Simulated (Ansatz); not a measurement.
# HNO3 (peroxynitrous acid): r2SCAN0/6-311+G(d,p)

What is the electronic atomisation energy of HNO3 (peroxynitrous acid) at r2SCAN0/6-311+G**? 

Program for the calculation: Ansatz 0.2.0.

51 further runs of the same task are left out: 51 set aside as unsound or not needed.

## 1. The molecule

HNO3 has 5 atoms, charge 0, and is taken as a singlet. As SMILES, `O=NOO`. The coordinates come from a PBE0-D4/def2-TZVP relaxation. This is one conformer, not always the lowest.

Bond lengths: O1–N2 1.180 Å, N2–O3 1.353 Å, O3–O4 1.401 Å, O4–H5 0.984 Å. Angles: O1–N2–O3 114.6°, N2–O3–O4 114.1°, O3–O4–H5 101.0°.

## 2. A single-point energy at r2SCAN0/6-311+G(d,p)

run.yaml

```yaml
basis:
  gaussian:
    orbitals: 6-311+G_st__st_.json
crystal:
  periodic: [false, false, false]
  atoms:
    - {symbol: O, position_ang: [0.136350, -0.835310, 0.979060]}
    - {symbol: "N", position_ang: [-0.871770, -0.628300, 0.400790]}
    - {symbol: O, position_ang: [-0.775090, 0.288530, -0.589000]}
    - {symbol: O, position_ang: [0.508600, 0.826880, -0.747550]}
    - {symbol: H, position_ang: [1.001920, 0.348200, -0.043280]}
hamiltonian:
  xc: {name: r2SCAN0}
accuracy: high
output: {orbitals: {seedname: orbitals}}
```

The basis set 6-311+G** is read from a file made from the Basis Set Exchange's data (not shown).

Launch:

```sh
ansatz run run.yaml --threads 1 --pin off --max-ram 3480MiB --events-out events.jsonl --progress --plain --runs-dir runs
```

The program printed:

```text
Warning: RAYON_NUM_THREADS=1 ignored (pool sized by the plan → 1); use --threads N
Functional definition: r2SCAN0
  name "r2SCAN0"
  parameter a = 0.25
  parameter k0 = 0.174
  parameter k1 = 0.065
  parameter a1 = 4.9479
  exchange = (1 - a)*r2scan_x(k0 = k0, k1 = k1, a1 = a1) + a*exact_x
  correlation = r2scan_c
1794 factors; integrals over basis functions are off by at most 2.9e-9 eV
mean field evaluation 1: about -7636.6043 eV, gradient 4.1e1 eV
mean field evaluation 2: about -7631.1222 eV, gradient 7.1e1 eV
mean field evaluation 4: about -7639.0265 eV, gradient 6.3e0 eV
mean field evaluation 8: about -7639.1042 eV, gradient 1.2e-1 eV
mean field evaluation 16: about -7639.1042 eV, gradient 4.9e-6 eV
mean field -7639.10421249 eV, -280.7319018382 hartree, gradient 2.5e-8 eV, S^2 0.000000; 0 other end points of the search recorded, 0 dependent functions left out
reference -7639.10421333 eV, -280.7319018689 hartree; 16, 16 occupied and 78, 78 virtual orbitals, 1794 factors
Total energy: -7639.10421333 eV, -280.7319018689 hartree
```

Wall time 8.7 s (1 thread of Arm Neoverse V2, shared host); peak memory 0.29 GiB.

## 3. The H atom, same level

in.yaml

```yaml
crystal:
  periodic: [false, false, false]
  atoms:
    - symbol: H
      position_ang: [0.000000, 0.000000, 0.000000]
basis:
  gaussian:
    orbitals: 6-311+G_st__st_.json
magnetization:
  spin_polarized: true
  initial_magnetization: 1
hamiltonian:
  xc: {name: r2SCAN0}
accuracy: high
```

The basis set 6-311+G** is read from a file made from the Basis Set Exchange's data (not shown).

Launch:

```sh
ansatz run in.yaml --threads 1 --pin off --max-ram 3480MiB --events-out events.jsonl --progress --plain --runs-dir runs
```

The program printed, cut to the lines that bear on the results:

```text
Warning: RAYON_NUM_THREADS=1 ignored (pool sized by the plan → 1); use --threads N
[... 8 set-up lines as earlier in the session ...]
21 factors; integrals over basis functions are off by at most 2.5e-9 eV
mean field evaluation 1: about -13.5986 eV, gradient 5.1e-1 eV
mean field evaluation 2: about -13.6027 eV, gradient 6.2e-2 eV
mean field evaluation 4: about -13.6022 eV, gradient 1.5e-3 eV
mean field evaluation 8: about -13.6022 eV, gradient 3.3e-9 eV
mean field -13.60217059 eV, -0.4998705491 hartree, gradient 9.0e-8 eV, S^2 0.750000; 0 other end points of the search recorded, 0 dependent functions left out
reference -13.60217149 eV, -0.4998705825 hartree; 1, 0 occupied and 5, 6 virtual orbitals, 21 factors
Total energy: -13.60217149 eV, -0.4998705825 hartree
```

It took 0.36 s on 1 thread of Arm Neoverse V2, shared host.

## 4. The N atom

run.yaml

```yaml
basis:
  gaussian:
    orbitals: 6-311+G_st__st_.json
crystal:
  periodic: [false, false, false]
  atoms:
    - {symbol: N, position_ang: [0.000000, 0.000000, 0.000000]}
magnetization:
  spin_polarized: true
  initial_magnetization: 3
hamiltonian:
  xc: {name: r2SCAN0}
accuracy: high
```

The basis set 6-311+G** is read from a file made from the Basis Set Exchange's data (not shown).

Run the same way, it converges to -54.57801 Eh (log not shown).

## 5. The O atom at the same level

job.yaml

```yaml
basis:
  gaussian: {orbitals: 6-311+G_st__st_.json}
crystal:
  periodic: [false, false, false]
  atoms:
    - symbol: O
      position_ang: [0.000000, 0.000000, 0.000000]
magnetization: {spin_polarized: true, initial_magnetization: 2}
hamiltonian: {xc: {name: r2SCAN0}}
accuracy: high
```

The basis set 6-311+G** is read from a file made from the Basis Set Exchange's data (not shown).

Run the same way, it converges to -75.04898 Eh (log not shown).

## 6. What came out

At r2SCAN0/6-311+G**:

```
                     quantity          value
       molecule: total energy  -280.73190 Eh
        molecule: HOMO energy       -9.49 eV
        molecule: LUMO energy       -2.76 eV
      molecule: HOMO–LUMO gap        6.73 eV
         H atom: total energy    -0.49987 Eh
                 H atom: ⟨S²⟩          0.750
         N atom: total energy   -54.57801 Eh
                 N atom: ⟨S²⟩          3.755
         O atom: total energy   -75.04898 Eh
                 O atom: ⟨S²⟩          2.005
electronic atomisation energy      13.799 eV
```

What this shows: Taking the molecule apart into free atoms costs 13.80 eV (1331 kJ/mol), before zero-point energy and without spin-orbit coupling.
